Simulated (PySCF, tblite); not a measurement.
**CH7FNSi2 radical, a small gas-phase stand-in for a defect centre (C site with back bonds [SiH3], [SiH3], F): EPR parameters**

Wanted: the EPR parameters for `[NH]C(F)([SiH3])[SiH3]`. It is drawn as: nitrogen radical.

Programs: tblite 0.8.0 and PySCF 2.14.0. All values are calculated, for the isolated system unless a continuum is named. Atoms count from 0, parts from 1.

### Step 1. The system as given

12 atoms, charge 0, multiplicity 2; geometry: distance geometry start.

### Step 2. Relaxing the cluster with GFN2-xTB

What the job is given:

```
{"job": {"kind": "relax", "xc": "GFN2-xTB", "basis": "xTB"}, "charge": 0, "multiplicity": 2}
C      0.355033    -0.546324     0.083883
Si     1.790591    -1.506826    -0.529941
Si     0.608009     1.235935    -0.292863
F      0.239896    -0.686599     1.377112
N     -0.844370    -1.002889    -0.521301
H      2.112649    -2.540136     0.397652
H      1.476257    -2.090053    -1.795558
H      2.935690    -0.651764    -0.662591
H      1.639246     1.384958    -1.265674
H      0.970359     1.922269     0.890966
H     -0.606518     1.773863    -0.808297
H     -1.402488    -1.797395    -0.232327
```

Level: GFN2-xTB geometry optimisation, gas phase.

The run is started by

```sh
> OMP_NUM_THREADS=1 python cluster_run.py task.json out
```

This one command runs all jobs of the session in turn.

Log:

```text
step      E/eV     max force
  0    -454.59240    4.859
  1    -455.19001    1.693
  2    -455.43450    0.814
  3    -455.48970    0.405
  4    -455.50934    0.462
  5    -455.52856    0.486
  6    -455.55151    0.352
  7    -455.56812    0.338
  8    -455.58018    0.290
  9    -455.59185    0.349
 10    -455.60179    0.267
 11    -455.60783    0.199
 12    -455.61200    0.159
 13    -455.61553    0.174
 14    -455.61950    0.220
 15    -455.62443    0.310
 16    -455.63016    0.296
 17    -455.63554    0.177
 18    -455.63918    0.154
 19    -455.64110    0.132
 20    -455.64245    0.101
 21    -455.64382    0.120
 22    -455.64547    0.126
 23    -455.64753    0.141
 24    -455.64993    0.131
 25    -455.65152    0.130
 26    -455.65304    0.102
 27    -455.65410    0.083
 28    -455.65524    0.101
 29    -455.65674    0.119
 30    -455.65850    0.133
 31    -455.66009    0.120
 32    -455.66136    0.092
 33    -455.66241    0.094
 34    -455.66369    0.136
 35    -455.66550    0.159
 36    -455.66722    0.122
 37    -455.66828    0.078
 38    -455.66901    0.082
 39    -455.67010    0.140
 40    -455.67223    0.247
 41    -455.67628    0.352
 42    -455.68215    0.376
 43    -455.68892    0.246
 44    -455.69442    0.173
 45    -455.69406    0.285
 46    -455.69948    0.233
 47    -455.70237    0.163
 48    -455.70829    0.160
 49    -455.71440    0.212
 50    -455.72052    0.237
 51    -455.72538    0.244
 52    -455.72989    0.116
 53    -455.73105    0.084
 54    -455.73213    0.082
 55    -455.73321    0.136
 56    -455.73530    0.168
 57    -455.73750    0.146
 58    -455.73890    0.063
 59    -455.73949    0.063
 60    -455.73993    0.057
 61    -455.74042    0.053
 62    -455.74116    0.071
 63    -455.74184    0.079
 64    -455.74229    0.052
 65    -455.74259    0.047
 66    -455.74282    0.043
 67    -455.74307    0.051
 68    -455.74339    0.070
 69    -455.74387    0.073
 70    -455.74463    0.076
 71    -455.74577    0.091
 72    -455.74704    0.100
 73    -455.74804    0.079
 74    -455.74861    0.051
 75    -455.74895    0.048
 76    -455.74921    0.039
 77    -455.74939    0.046
 78    -455.74954    0.038
 79    -455.74971    0.036
 80    -455.75002    0.037
 81    -455.75023    0.033
 82    -455.75038    0.031
 83    -455.75050    0.023
 84    -455.75061    0.028
 85    -455.75077    0.044
 86    -455.75103    0.057
 87    -455.75146    0.066
 88    -455.75208    0.073
 89    -455.75270    0.060
 90    -455.75309    0.033
 91    -455.75323    0.025
 92    -455.75332    0.025
 93    -455.75344    0.026
 94    -455.75358    0.028
 95    -455.75373    0.029
 96    -455.75384    0.025
 97    -455.75391    0.024
 98    -455.75395    0.016
 99    -455.75397    0.013
100    -455.75399    0.011
101    -455.75400    0.012
102    -455.75403    0.015
103    -455.75406    0.019
104    -455.75411    0.024
105    -455.75416    0.024
106    -455.75420    0.018
107    -455.75423    0.014
108    -455.75425    0.008
```

Run time: 2.1 s. Hardware: 1 thread of Arm Neoverse V1, shared host.

Relaxation path:

```
step  energy from step 0 (eV)  largest force (eV/Å)
   0                   0.0000                4.8593
   4                  -0.9169                0.4626
   8                  -0.9878                0.2898
  12                  -1.0196                0.1597
  16                  -1.0378                0.2958
  20                  -1.0500                0.1011
  24                  -1.0575                0.1310
  28                  -1.0628                0.1010
  32                  -1.0690                0.0923
  36                  -1.0748                0.1222
  40                  -1.0798                0.2475
  44                  -1.1020                0.1727
  48                  -1.1159                0.1599
  52                  -1.1375                0.1158
  56                  -1.1429                0.1680
  60                  -1.1475                0.0569
  64                  -1.1499                0.0522
  68                  -1.1510                0.0699
  72                  -1.1546                0.0997
  76                  -1.1568                0.0394
  80                  -1.1576                0.0372
  84                  -1.1582                0.0284
  88                  -1.1597                0.0731
  92                  -1.1609                0.0250
  96                  -1.1614                0.0245
 100                  -1.1616                0.0109
 104                  -1.1617                0.0247
 108                  -1.1619                0.0081
```

Distances of close pairs at the start and the end, largest changes first:

```
   bond  before (Å)  after (Å)  change (Å)
  C0–F3       1.306      1.427      +0.121
 C0–Si1       1.833      1.952      +0.119
 C0–Si2       1.839      1.949      +0.110
  C0–N4       1.419      1.336      -0.083
 Si2–H9       1.416      1.464      +0.048
Si2–H10       1.425      1.459      +0.035
 Si1–H5       1.425      1.459      +0.034
 Si2–H8       1.425      1.456      +0.031
```

### Step 3. Relaxing the molecule at PBE0-D3(BJ)/def2-SVP

What the job is given:

```
{"job": {"xc": "PBE0", "basis": "def2-SVP", "d3": "d3bj", "grid": 2, "kind": "geom", "shake": 0.01}, "charge": 0, "multiplicity": 2}
C     -0.387442    -0.224145     0.321856
Si     1.184278    -1.232436    -0.128959
Si    -0.340122     1.684508    -0.178301
F     -0.552011    -0.263928     1.728223
N     -1.383152    -0.749865    -0.429626
H      0.917631    -2.578252     0.340935
H      1.329800    -1.139674    -1.573465
H      2.343168    -0.635821     0.579234
H     -0.129297     1.721569    -1.593514
H      0.792199     2.285101     0.574849
H     -1.602375     2.259366     0.259354
H     -2.134188    -1.154007     0.116415
```

Log:

```text
step   0  E = -775.03192653  max force = 0.022726
step   1  E = -775.03656273  max force = 0.007238
step   2  E = -775.03708838  max force = 0.005829
step   3  E = -775.03717425  max force = 0.001971
step   4  E = -775.03719973  max force = 0.000459
step   5  E = -775.03721823  max force = 0.000972
step   6  E = -775.03722508  max force = 0.000826
step   7  E = -775.03722892  max force = 0.000286
optimisation converged
```

Run time: 79 s. Hardware: 1 thread of Arm Neoverse V1, shared host; peak memory 0.61 GiB.

Step by step:

```
step  energy from step 0 (eV)  largest force component (eV/Å)
   0                   0.0000                          1.1686
   1                  -0.1262                          0.3722
   2                  -0.1405                          0.2997
   3                  -0.1428                          0.1014
   4                  -0.1435                          0.0236
   5                  -0.1440                          0.0500
   6                  -0.1442                          0.0425
   7                  -0.1443                          0.0147
```

Distances of close pairs at the start and the end, largest changes first:

```
   bond  before (Å)  after (Å)  change (Å)
 Si2–H8       1.431      1.489      +0.058
 Si1–H5       1.450      1.490      +0.040
 C0–Si2       1.974      1.937      -0.037
Si2–H10       1.454      1.490      +0.036
 Si1–H6       1.455      1.489      +0.034
  C0–N4       1.354      1.370      +0.016
 C0–Si1       1.921      1.936      +0.015
 N4–H11       1.013      1.028      +0.015
```

The final coordinates are the input of the step that follows.

```
                         at the end point                value
  point group (found at 0.08 Å tolerance)                   Cs
rotational constants (GHz, main isotopes)  3.658, 2.287, 1.976
                        dipole moment (D)                 0.41
                                     ⟨S²⟩                0.755
```

### Step 4. EPR parameters: B3LYP/IGLO-III+pcH-1

What the job is given:

```
{"job": {"kind": "epr"}, "charge": 0, "multiplicity": 2}
C     -0.435080    -0.205489     0.294790
Si     1.160374    -1.198226    -0.172796
Si    -0.270089     1.666630    -0.173689
F     -0.561600    -0.268486     1.697007
N     -1.481415    -0.725594    -0.420680
H      0.933689    -2.621316     0.205799
H      1.399323    -1.063613    -1.636274
H      2.315572    -0.639337     0.588739
H     -0.011628     1.776463    -1.635849
H      0.865641     2.257667     0.592902
H     -1.547325     2.337560     0.198344
H     -2.192685    -1.078487     0.232189
```

With the program's defaults for keys left out, this is: UKS B3LYP, IGLO-III on C F N Si, pcH-1 on H, non-relativistic, mean-field spin-orbit, GIAO.

Log:

```text
UKS, coarse grid
  cycle   1  E = -775.90465744  |g| = 4.24e-01
  cycle   2  E = -775.81305160  |g| = 6.84e-01
  cycle   3  E = -775.96828270  |g| = 4.78e-02
  cycle   4  E = -775.96914702  |g| = 2.54e-02
  cycle   5  E = -775.96938872  |g| = 1.53e-02
  cycle   6  E = -775.96950194  |g| = 3.97e-03
  cycle   7  E = -775.96951166  |g| = 2.81e-03
  cycle   8  E = -775.96951577  |g| = 4.26e-04
UKS, final grid
  cycle   1  E = -775.96955821  |g| = 4.86e-04
  cycle   2  E = -775.96955812  |g| = 6.59e-04
  cycle   3  E = -775.96955834  |g| = 5.22e-05
  cycle   4  E = -775.96955834  |g| = 3.38e-05
  cycle   5  E = -775.96955834  |g| = 1.73e-05
E = -775.96955834 Eh   <S^2> = 0.7550 (exact 0.7500)
g shifts (ppm)      1          2          3
  rmc          -222       -222       -222
  gc             -1         -2         14
  oz_so           8       1273       3906
  total        -215       1050       3698
hyperfine (MHz)  atom isotope    a_iso     a_fc   dipolar eigenvalues
    0   13C     -31.22     -31.26    -11.85     -3.21     15.06
    1  29Si    -148.11    -148.32    -27.53     13.26     14.27
    2  29Si    -148.67    -148.88    -27.60     13.28     14.32
    3   19F      -7.55      -7.83    -32.13    -28.57     60.70
    4   14N      27.82      27.83    -36.03    -35.68     71.71
    5    1H      -1.68      -1.68     -3.38     -1.89      5.26
    6    1H      -3.73      -3.74     -2.77     -1.90      4.67
    7    1H      25.34      25.34     -2.44     -1.10      3.53
    8    1H      -3.72      -3.72     -2.77     -1.90      4.67
    9    1H      25.87      25.87     -2.44     -1.09      3.53
   10    1H      -1.88      -1.88     -3.40     -1.89      5.29
   11    1H     -50.09     -50.17    -43.42     -6.26     49.68
```

Wall time 50 s (1 thread of Arm Neoverse V1, shared host); peak memory 0.95 GiB.

Principal g values 2.00210, 2.00337, 2.00602; g(iso) = 2.00383, against 2.00232 for a free electron.

Mean a(iso) over the nuclei that a row names, and the largest dipolar term of the row (other rows stand at the frozen geometry):

```
  nuclei  isotope  a(iso) (MHz)  a(iso) (G, at g = 2.0023)  largest dipolar term (MHz)
Si1, Si2     29Si        -148.4                      -52.9                       -27.6
     H11       1H         -50.1                      -17.9                        49.7
      C0      13C         -31.2                      -11.1                        15.1
      N4      14N          27.8                        9.9                        71.7
  H7, H9       1H          25.6                        9.1                         3.5
      F3      19F          -7.6                       -2.7                        60.7
  H6, H8       1H          -3.7                       -1.3                         4.7
 H5, H10       1H          -1.8                       -0.6                         5.3
```

Mulliken spin populations:

```
atom  value (e)
  C0       0.00
 Si1       0.08
 Si2       0.08
  F3       0.01
  N4       0.83
  H5       0.00
  H6       0.00
  H7       0.01
  H8       0.00
  H9       0.01
 H10       0.00
 H11      -0.03
```

In first order the couplings over 0.8 MHz of 1H, 14N, 19F give 324 distinct lines over 62.6 G, if the averaged nuclei exchange fast; the same motion can average rows kept apart here too.

### Step 5. g tensor and hyperfine couplings: BHandHLYP/IGLO-III+pcH-1

Same as in step 4 but for these lines:

```diff
@@ -1,2 +1,2 @@
-{"job": {"kind": "epr"}, "charge": 0, "multiplicity": 2}
+{"job": {"kind": "epr", "xc": "BHandHLYP"}, "charge": 0, "multiplicity": 2}
 C     -0.435080    -0.205489     0.294790
```

With the program's defaults for keys left out, this is: UKS BHandHLYP, IGLO-III on C F N Si, pcH-1 on H, non-relativistic, mean-field spin-orbit, GIAO.

Log:

```text
UKS, coarse grid
  cycle   1  E = -775.73409375  |g| = 4.25e-01
  cycle   2  E = -775.73435021  |g| = 5.04e-01
  cycle   3  E = -775.81741464  |g| = 4.06e-02
  cycle   4  E = -775.81960542  |g| = 2.22e-02
  cycle   5  E = -775.82021615  |g| = 1.39e-02
  cycle   6  E = -775.82040628  |g| = 4.86e-03
  cycle   7  E = -775.82045264  |g| = 1.49e-03
  cycle   8  E = -775.82045523  |g| = 4.96e-04
UKS, final grid
  cycle   1  E = -775.82048100  |g| = 4.12e-04
  cycle   2  E = -775.82048103  |g| = 3.79e-04
  cycle   3  E = -775.82048110  |g| = 4.60e-05
  cycle   4  E = -775.82048110  |g| = 1.58e-05
E = -775.82048110 Eh   <S^2> = 0.7586 (exact 0.7500)
g shifts (ppm)      1          2          3
  rmc          -225       -225       -225
  gc             -3          7         17
  oz_so         -37       1120       3903
  total        -265        901       3695
hyperfine (MHz)  atom isotope    a_iso     a_fc   dipolar eigenvalues
    0   13C     -39.38     -39.42    -10.12     -0.88     10.99
    1  29Si    -137.67    -137.86    -24.92     11.83     13.10
    2  29Si    -138.19    -138.38    -24.98     11.84     13.15
    3   19F      -6.99      -7.19    -22.12    -15.96     38.08
    4   14N      40.92      40.93    -38.57    -37.94     76.51
    5    1H      -2.51      -2.51     -3.31     -1.98      5.30
    6    1H      -3.86      -3.87     -2.72     -1.95      4.67
    7    1H      23.20      23.19     -2.22     -1.08      3.31
    8    1H      -3.85      -3.86     -2.72     -1.94      4.67
    9    1H      23.68      23.68     -2.23     -1.08      3.31
   10    1H      -2.69      -2.69     -3.34     -1.99      5.33
   11    1H     -63.34     -63.43    -47.70     -7.26     54.96
```

Wall time 51 s (1 thread of Arm Neoverse V1, shared host); peak memory 0.95 GiB.

In short: g(iso) 2.00376.

### Step 6. Run by run: EPR parameters

g, ⟨S²⟩ and isotropic hyperfine couplings (MHz), with basis size and wall time:

```
                     run   g(iso)   ⟨S²⟩  29Si Si1 (mean)  1H H11  13C C0  14N N4  1H H7 (mean)  functions  time
    B3LYP/IGLO-III+pcH-1  2.00383  0.755           -148.4   -50.1   -31.2    27.8          25.6        263  50 s
BHandHLYP/IGLO-III+pcH-1  2.00376  0.759           -137.9   -63.3   -39.4    40.9          23.4        263  51 s
```

### Step 7. What came out

```
                            quantity                         value
                         point group                            Cs
rotational constants (main isotopes)          3.66, 2.29, 1.98 GHz
                      g(iso) (B3LYP)                       2.00383
                                ⟨S²⟩            0.755 (exact 0.75)
  largest a(iso) (averaged by class)  29Si on Si1, Si2, -148.4 MHz
```

What this shows: The start of the PBE0/def2-SVP relaxation was shaken at random by about 0.01 Å, so part of the energy gained, and of the first lengths quoted, undoes that. Over 7 steps the energy fell by 0.144 eV; of the close pairs, Si2–H8 changed most, 1.431 to 1.489 Å (PBE0/def2-SVP). No frequency check was run at this level, so the end point may be a saddle. N4 carries the largest spin population, 0.83 e. The isotropic g lies 1.5 ppt above the free-electron value. The coupling of 29Si on Si1 runs from -148.4 (B3LYP/IGLO-III+pcH-1) to -137.9 MHz (BHandHLYP/IGLO-III+pcH-1). A capped cluster stands for the solid here, so long-range fields and strain are missing, and bands or shifts of the capping hydrogens have no counterpart in it.
